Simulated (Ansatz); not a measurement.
# TiO2: the cost of one run

Method: DFT LDA, scalar-relativistic, in Ansatz 0.2.0.

## 1. The structure to begin with

Symmetry: P4_2/mnm, No. 136, tetragonal system. Conventional cell: a = 4.594 Å, b = 4.594 Å, c = 2.959 Å, α = 90.00°, β = 90.00°, γ = 90.00°. Ti (site symmetry mmm) is surrounded by 6 O at 1.94 to 1.99 Å. Around O (site symmetry m2m) lie 3 Ti at 1.94 to 1.99 Å.

Coordinates:

```xyz
6
Lattice="4.5940 0.0000 0.0000 0.0000 4.5940 0.0000 0.0000 0.0000 2.9590" Properties=species:S:1:pos:R:3 pbc="T T T"
Ti    0.0000    0.0000    0.0000
Ti    2.2970    2.2970    1.4795
O     1.4058    1.4058    0.0000
O     0.8912    3.7028    1.4795
O     3.1882    3.1882    0.0000
O     3.7028    0.8912    1.4795
```

Atoms are numbered in the order of the input: Ti1, Ti2, O3, O4, O5, O6.

## 2. After the deformation

Space group P4_2/mnm before, P4_2/mnm after.

## 3. Full-potential LAPW

Input file input.yaml:

```yaml
crystal:
  lattice:
    - [4.594, 0.0, 0.0]
    - [0.0, 4.594, 0.0]
    - [0.0, 0.0, 2.98859]
  atoms:
    - { symbol: Ti, position: [0.0, 0.0, 0.0] }
    - { symbol: Ti, position: [0.5, 0.5, 0.5] }
    - { symbol: O, position: [0.306, 0.306, 0.0] }
    - { symbol: O, position: [0.194, 0.806, 0.5] }
    - { symbol: O, position: [0.694, 0.694, 0.0] }
    - { symbol: O, position: [0.806, 0.194, 0.5] }
kpoints:
  mp_grid: { grid: [7, 7, 10] }
  band_path:
    path:
      - [0.0, 0.0, 0.0]
      - [0.0, 0.5, 0.0]
      - [0.5, 0.5, 0.0]
      - [0.0, 0.0, 0.0]
      - [0.0, 0.0, 0.5]
      - [0.0, 0.5, 0.5]
      - [0.5, 0.5, 0.5]
      - [0.0, 0.0, 0.5]
      - [0.0, 0.5, 0.0]
    npoints: 5
scf:
  occupations: { method: fermi_dirac, width: 0.05 }
hamiltonian:
  xc: lda
  pseudopotentials: { kind: all_electron, lapw: { basis_error: 0.0005 } }
output:
  forces: true
  stress: true
  eigenvalues: true
```

On the command line:

```sh
$ ansatz run input.yaml --threads 2 --pin off --max-ram 8192MiB --backend cpu --events-out ev --progress --plain --runs-dir out
```

Q: Estimate wall time and peak memory on 2 threads of Arm Neoverse V1, shared host.

About 68 s, with a peak of 0.82 GiB.
